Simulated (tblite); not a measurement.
# C7H16BN: the cost of one run

The runs use tblite 0.8.0 and PySCF 2.14.0, with density-fitted response routines of our own; the level of theory stands in each step. All values are computed, except where a source is named. Atoms are numbered from 0 throughout.

### Step 1. The starting structure

25 atoms, charge 0, multiplicity 1; geometry from: force field or distance geometry start.

Bonds of the start (Å): C0–C1 1.53, C1–C2 1.52, C2–N3 1.47, N3–B4 1.53, B4–C5 1.58, C5–C6 1.52, C6–C7 1.52, C7–C8 1.52, C8–B4 1.58, C0–H9 1.11, C0–H10 1.10, C0–H11 1.11, C1–H12 1.13, C1–H13 1.11, C2–H14 1.12, C2–H15 1.11, N3–H16 1.06, C5–H17 1.12, C5–H18 1.12, C6–H19 1.11, C6–H20 1.12, C7–H21 1.12, C7–H22 1.11, C8–H23 1.11, C8–H24 1.12.

### Step 2. Optimising the geometry with GFN2-xTB

Job settings and geometry (Å):

```
{"job": {"kind": "relax", "xc": "GFN2-xTB", "basis": "xTB"}, "charge": 0, "multiplicity": 1}
C      4.055200     0.701200     0.528800
C      2.936700    -0.319000     0.292700
C      1.568200     0.331200     0.316000
N      0.524400    -0.667400     0.060000
B     -0.847600     0.000400    -0.010200
C     -1.912100    -0.167200     1.141400
C     -3.252900    -0.005900     0.442400
C     -3.040300    -0.359100    -1.023100
C     -1.615200     0.028500    -1.391100
H      4.028400     1.469300    -0.270000
H      5.031100     0.194500     0.517100
H      3.910200     1.198800     1.515600
H      2.989600    -1.091800     1.113100
H      3.111000    -0.824100    -0.679500
H      1.390800     0.836100     1.301500
H      1.529600     1.111400    -0.475600
H      0.512000    -1.329300     0.885600
H     -1.821500    -1.184200     1.594000
H     -1.766600     0.615600     1.928700
H     -3.584700     1.050700     0.530200
H     -4.026800    -0.656700     0.913900
H     -3.785300     0.163900    -1.670600
H     -3.166000    -1.453700    -1.148100
H     -1.186300    -0.687700    -2.122700
H     -1.592900     1.068500    -1.798300
```

Command:

```
$ OMP_NUM_THREADS=1 python probes_run.py task.json out
```

This one command runs all jobs of the session in turn.

**Question.** How long does this first job take on 1 thread of Arm Neoverse N1, shared host, and how much memory does it need?

About 2.1 s, with a peak of 0.18 GiB.
